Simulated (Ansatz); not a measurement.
**C₃H₆FGaO: one species, many methods**

One table from this session's results is given with a row withheld; the runs are named, their logs left out.

Computed with Ansatz 0.2.0, Gaussian basis. Level: functionals in def2-TZVPP, the program's frozen cores in correlated methods.

Levels to be run: LDA (SPW92), PBE-D4, revPBE-D4, BLYP-D4, r2SCAN-D4, B97M-V, PBE0-D4, B3LYP-D4, r2SCANh-D4, r2SCAN0-D4, HSE06-D4, BHLYP-D4, CAM-B3LYP-D4, LC-ωPBE, ωB97X-V, ωB97M-V, B2PLYP, PBE-QIDH; CCSD(T)/def2-SVP; CCSD(T)/def2-TZVPP; MP2/def2-QZVPP; extrapolation to the limit; RPA on PBE.

### The geometry

All runs share one geometry, relaxed beforehand with PBE0-D4 in a triple-zeta def2 set.

SMILES `C[C]1(F)C[O][GaH]1`, 12 atoms, charge 0, spin multiplicity 1.

Atoms are counted from 1 here; the program's logs count them from 0.

Bond lengths: C1–C2 1.502 Å, C1–H7 1.093 Å, C1–H8 1.096 Å, C1–H9 1.091 Å, C2–F3 1.396 Å, C2–C4 1.542 Å, C2–Ga6 2.022 Å, C4–O5 1.425 Å, C4–H10 1.096 Å, C4–H11 1.097 Å, O5–Ga6 1.823 Å, Ga6–H12 1.553 Å. Angles: C2–C1–H7 110.6°, C2–C1–H8 110.2°, C2–C1–H9 111.3°, H7–C1–H8 108.0°, H7–C1–H9 108.4°, H8–C1–H9 108.2°, C1–C2–F3 108.2°, C1–C2–C4 115.9°, C1–C2–Ga6 122.1°, F3–C2–C4 111.1°, F3–C2–Ga6 114.1°, C4–C2–Ga6 83.5°, C2–C4–O5 106.0°, C2–C4–H10 109.5°, C2–C4–H11 111.7°, O5–C4–H10 111.1°, O5–C4–H11 110.0°, H10–C4–H11 108.5° and more.

Geometry (Å):

```mol
C3H6FGaO
  3D, bonds by distance, orders not assigned

 12 12  0  0  0  0  0  0  0  0999 V2000
   -0.8627   -1.0174    0.7433 C   0  0
   -0.4404    0.2196    0.0040 C   0  0
   -1.5910    0.8963   -0.4045 F   0  0
    0.5248    0.0021   -1.1788 C   0  0
    1.7011    0.7437   -0.8671 O   0  0
    1.0316    1.4284    0.6837 Ga  0  0
    0.0115   -1.5824    1.0771 H   0  0
   -1.4564   -1.6658    0.0889 H   0  0
   -1.4668   -0.7692    1.6175 H   0  0
    0.0598    0.3676   -2.1016 H   0  0
    0.7732   -1.0588   -1.3097 H   0  0
    1.7153    2.4357    1.6472 H   0  0
  1  2  8  0
  2  3  8  0
  2  4  8  0
  4  5  8  0
  5  6  8  0
  1  7  8  0
  1  8  8  0
  1  9  8  0
  4 10  8  0
  4 11  8  0
  6 12  8  0
  2  6  8  0
M  END
```

Set-up of the first run:

in.yaml reads:

```yaml
crystal:
  periodic: [false, false, false]
  atoms:
    - {symbol: C, position_ang: [-0.862716, -1.017391, 0.743268]}
    - {symbol: C, position_ang: [-0.440391, 0.219590, 0.003963]}
    - {symbol: F, position_ang: [-1.591005, 0.896306, -0.404458]}
    - {symbol: C, position_ang: [0.524756, 0.002120, -1.178787]}
    - {symbol: O, position_ang: [1.701086, 0.743726, -0.867108]}
    - {symbol: Ga, position_ang: [1.031601, 1.428432, 0.683724]}
    - {symbol: H, position_ang: [0.011507, -1.582353, 1.077133]}
    - {symbol: H, position_ang: [-1.456383, -1.665801, 0.088851]}
    - {symbol: H, position_ang: [-1.466761, -0.769161, 1.617491]}
    - {symbol: H, position_ang: [0.059766, 0.367597, -2.101556]}
    - {symbol: H, position_ang: [0.773232, -1.058786, -1.309747]}
    - {symbol: H, position_ang: [1.715307, 2.435733, 1.647227]}
basis:
  gaussian: {orbitals: def2-TZVPP}
hamiltonian: {xc: lda}
output: {orbitals: {seedname: orbitals}}
```

Launch:

```console
$ ansatz run in.yaml --threads 2 --pin off --events-out ev --progress --plain --max-ram 32768MiB --backend cuda --devices 0, --max-vram 18GiB
```

Among the steps run: LDA; PBE-D4 (GGA); revPBE-D4 (GGA); BLYP-D4 (GGA); r2SCAN-D4 (meta-GGA); B97M-V (meta-GGA); B3LYP-D4 (hybrid); r2SCANh-D4 (hybrid); r2SCAN0-D4 (hybrid); HSE06-D4 (hybrid); BHLYP-D4 (hybrid); CAM-B3LYP-D4 (range-separated); LC-ωPBE (range-separated); ωB97X-V (range-separated); ωB97M-V (range-separated); B2PLYP (double hybrid); PBE-QIDH (double hybrid).

One table of the session follows, with a row left open; its other results are not shown here.

It belongs to the step «Orbital energies across the functionals». 

| functional | HOMO (eV) | LUMO (eV) | gap (eV) |
| --- | --- | --- | --- |
| LDA (SPW92) | -6.15 | -2.40 | 3.75 |
| PBE-D4 | -5.97 | -2.13 | 3.84 |
| revPBE-D4 | -5.89 | -2.00 | 3.89 |
| BLYP-D4 | ? | ? | ? |
| r2SCAN-D4 | -6.21 | -1.89 | 4.32 |
| B97M-V | -6.30 | -2.10 | 4.21 |
| PBE0-D4 | -7.23 | -1.35 | 5.88 |
| B3LYP-D4 | -7.06 | -1.64 | 5.43 |
| r2SCANh-D4 | -6.69 | -1.62 | 5.07 |
| r2SCAN0-D4 | -7.40 | -1.21 | 6.18 |
| HSE06-D4 | -6.83 | -1.72 | 5.11 |
| BHLYP-D4 | -8.43 | -0.65 | 7.77 |
| CAM-B3LYP-D4 | -8.61 | -0.48 | 8.13 |
| LC-ωPBE | -9.86 | 0.74 | 10.60 |
| ωB97X-V | -9.53 | 0.57 | 10.10 |
| ωB97M-V | -9.42 | 0.33 | 9.76 |

Q: Estimate the row for BLYP-D4 from the others.

Worked estimate for «HOMO (eV)». Against the share of exact exchange, B3LYP-D4 (0.2, -7.06), BHLYP-D4 (0.5, -8.43) give a slope of -4.57 per unit share; at 0 the line stands at -6.15.

**Answer.** HOMO (eV): -5.89; LUMO (eV): -2.08; gap (eV): 3.81. In «HOMO (eV)» the line misses by -0.26.
